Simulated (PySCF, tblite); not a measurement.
# C₃H₁₁Ge₂NSe: geometry, infrared bands and NMR shifts

Aim: predict the infrared bands and NMR shifts of C₃H₁₁Ge₂NSe (`C[C@@H]1[NH][GeH2][Se][CH2][GeH2]1`).

Computed with tblite 0.8.0 and PySCF 2.14.0, with density-fitted response routines of our own, on a single molecule in the gas phase. Atoms count from 0, in the outputs and in this text.

### 1 The starting structure

18 atoms, charge 0, multiplicity 1; geometry from: force field or distance geometry start.

Bonds of the start (Å): C0–C1 1.53, C1–N2 1.48, N2–Ge3 1.89, Ge3–Se4 2.36, Se4–C5 1.95, C5–Ge6 1.94, Ge6–C1 1.96, C0–H7 1.11, C0–H8 1.11, C0–H9 1.10, C1–H10 1.10, N2–H11 1.04, Ge3–H12 1.53, Ge3–H13 1.55, C5–H14 1.11, C5–H15 1.09, Ge6–H16 1.55, Ge6–H17 1.55.

### 2 Geometry optimisation with GFN2-xTB

Job settings and geometry (Å):

```
{"job": {"kind": "relax", "xc": "GFN2-xTB", "basis": "xTB"}, "charge": 0, "multiplicity": 1}
C      0.228600    -2.379600    -0.011100
C      0.177400    -0.878000    -0.325300
N      1.498800    -0.291100    -0.012900
Ge     1.573700     1.475100    -0.677900
Se     0.164500     2.826300     0.654800
C     -1.425800     1.813200     0.141600
Ge    -1.253000    -0.034100     0.721300
H      0.431300    -2.543400     1.072500
H     -0.747700    -2.847900    -0.271300
H      1.013600    -2.865900    -0.605000
H     -0.051900    -0.765000    -1.398700
H      1.612800    -0.244300     1.022700
H      1.104500     1.505700    -2.137600
H      3.035600     1.984600    -0.568500
H     -2.311500     2.275400     0.633500
H     -1.557900     1.847700    -0.944400
H     -2.585900    -0.776100     0.458400
H     -0.915800    -0.096200     2.236200
```

Launch:

```bash
OMP_NUM_THREADS=1 python probes_run.py task.json out
```

The driver reads the jobs from task.json and runs them one after another.

**Question.** This job is followed by: GFN2-xTB harmonic vibrations, gas phase; GIAO PBE0/pcSseg-1 NMR shielding, non-relativistic, gas phase. What will the session give for the following? strongest single infrared mode (GFN2-xTB); zero-point energy (GFN2-xTB); 13C shifts against TMS (PBE0/pcSseg-1); 1H shifts against TMS (PBE0/pcSseg-1, means over atoms taken as alike); 15N shifts against NH3 (PBE0/pcSseg-1); 73Ge shifts against GeMe4 (PBE0/pcSseg-1); 77Se shifts against Me2Se (PBE0/pcSseg-1); surface potential, 1st and 99th percentile.

**Answer**, as computed:

| quantity | value |
| --- | --- |
| strongest single infrared mode (GFN2-xTB) | 1983 cm⁻¹, 674 km/mol |
| zero-point energy (GFN2-xTB) | 78.5 kcal/mol |
| 13C shifts against TMS (PBE0/pcSseg-1) | 50.6, 27.1, 10.1 ppm |
| 1H shifts against TMS (PBE0/pcSseg-1, means over atoms taken as alike) | 5.69, 5.09, 3.82, 3.68, 3.31, 2.60, 1.83, 1.46, 0.09 ppm |
| 15N shifts against NH3 (PBE0/pcSseg-1) | 66.4 ppm |
| 73Ge shifts against GeMe4 (PBE0/pcSseg-1) | -41, -185 ppm |
| 77Se shifts against Me2Se (PBE0/pcSseg-1) | -141 ppm |
| surface potential, 1st and 99th percentile | -0.98 V and 1.32 V |

**Reading.** The optimisation took 62 steps and gained 0.317 eV; among the close pairs (by a distance rule), N2–Ge3 changed most, from 1.889 to 1.818 Å. All 48 modes are real, so the xTB geometry is a minimum. The strongest single mode, at 1983 cm⁻¹, moves mainly H17 and H16. GFN2-xTB is a fitted tight-binding method: band positions and strengths are rough. Its intensities can rank the bands wrongly. The most deshielded carbon is C1 (sp3 CH bonded to Ge and N), at 50.6 ppm: pulled downfield by the heteroatom. At PBE0/pcSseg-1: The largest span, 494 ppm, is at Se4, where the paramagnetic term is -1101 ppm. Spin-orbit coupling is left out, which matters for shieldings and couplings at and beside the heavy atoms.
